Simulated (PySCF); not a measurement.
# BHLYP/def2-SVP run of GaHCl2O (SMILES [OH][Ga]([Cl])[Cl])

Aim: the energy change on altering one bond length of GaHCl2O at BHLYP/def2-SVP, from 2 runs. The job is set up through a Python script.

Program for the calculation: PySCF 2.14.0.

1 further run of the same task is left out (set aside as unsound or not needed).

**1. Starting point**

The species is GaHCl2O (5 atoms), meant as a singlet with charge 0. As SMILES, `[OH][Ga]([Cl])[Cl]`. The shape is that of a PBE0-D4/def2-TZVP optimisation.

Bond lengths: O1–Ga2 1.765 Å, Ga2–Cl3 2.109 Å, Ga2–Cl4 2.123 Å, O1–H5 0.961 Å. Angles: O1–Ga2–Cl3 118.8°, O1–Ga2–Cl4 120.6°, Cl3–Ga2–Cl4 120.6°, Ga2–O1–H5 112.9°.

**2. The energy at BHLYP/def2-SVP**

calc.py reads:

```python
# [OH][Ga]([Cl])[Cl]
from pyscf import gto, dft

molecule = gto.M(
    atom=[
    ('O', (0.254500, 1.354600, 0.245900)),
    ('Ga', (0.118500, -0.394500, 0.056800)),
    ('Cl', (1.500000, -1.634900, 1.057700)),
    ('Cl', (-1.407900, -1.236300, -1.155800)),
    ('H', (-0.415200, 1.837400, -0.246000)),
],
    spin=0,
    max_memory=1860,
    verbose=3,
    basis='def2-svp',
)

mf = dft.RKS(molecule)
mf.xc = 'bhandhlyp'
mf.conv_tol = 1e-10
mf.grids.level = 5
mf.kernel()
if not mf.converged:
    mf = mf.newton().run(mf.mo_coeff, mf.mo_occ)

energy = mf.e_tot
print(f'total energy: {energy:.8f} hartree')
```

Command:

```bash
$ OMP_NUM_THREADS=1 python calc.py
```

The program printed:

```text
converged SCF energy = -2920.56387281916
total energy: -2920.56387282 hartree
```

It took 17 s on 1 thread of Intel Xeon at 2.70GHz, shared host; peak memory 0.46 GiB.

**3. The distorted shape at the same level**

run.py reads:

```python
from pyscf import gto, dft

mol = gto.M(
    atom='''
O    0.589329   1.113215   0.491835
Ga   0.453329  -0.635885   0.302735
Cl   1.834829  -1.876285   1.303635
Cl  -1.073071  -1.477685  -0.909865
H   -0.415200   1.837400  -0.246000
''',
    charge=0,
    max_memory=1860,
    verbose=3,
    basis='def2-svp',
)

calc0 = dft.RKS(mol)
calc0.xc = 'bhandhlyp'
calc0.conv_tol = 1e-10
calc0.grids.level = 5
calc0.kernel()
if not calc0.converged:
    calc0 = calc0.newton().run(calc0.mo_coeff, calc0.mo_occ)

e_tot = calc0.e_tot
print(f'total energy: {e_tot:.8f} hartree')
```

Command:

```bash
$ OMP_NUM_THREADS=1 python run.py
```

The program printed:

```text
converged SCF energy = -2920.46813608381
total energy: -2920.46813608 hartree
```

Run time: 17 s. Hardware: 1 thread of Intel Xeon at 2.70GHz, shared host; peak memory 0.46 GiB.

**4. What came out**

At BHLYP/def2-SVP:

| quantity | value |
| --- | --- |
| first shape: total energy | -2920.56387 Eh |
| first shape: dipole moment | 1.57 D |
| first shape: HOMO energy | -10.48 eV |
| first shape: LUMO energy | -0.43 eV |
| first shape: HOMO–LUMO gap | 10.06 eV |
| distorted shape: total energy | -2920.46814 Eh |
| distorted shape: dipole moment | 1.99 D |
| distorted shape: HOMO energy | -10.41 eV |
| distorted shape: LUMO energy | -1.37 eV |
| distorted shape: HOMO–LUMO gap | 9.04 eV |
| energy change with the O1–H5 bond stretched from 0.961 to 1.442 Å | 2.605 eV |

In words: With the O1–H5 bond stretched from 0.961 to 1.442 Å the energy rises by 2.61 eV (60 kcal/mol). The first shape isn't relaxed at this level, so the change isn't measured from a minimum. Mulliken charges (first shape) run from -0.48 on O1 to +0.76 on Ga2; they depend strongly on the basis.
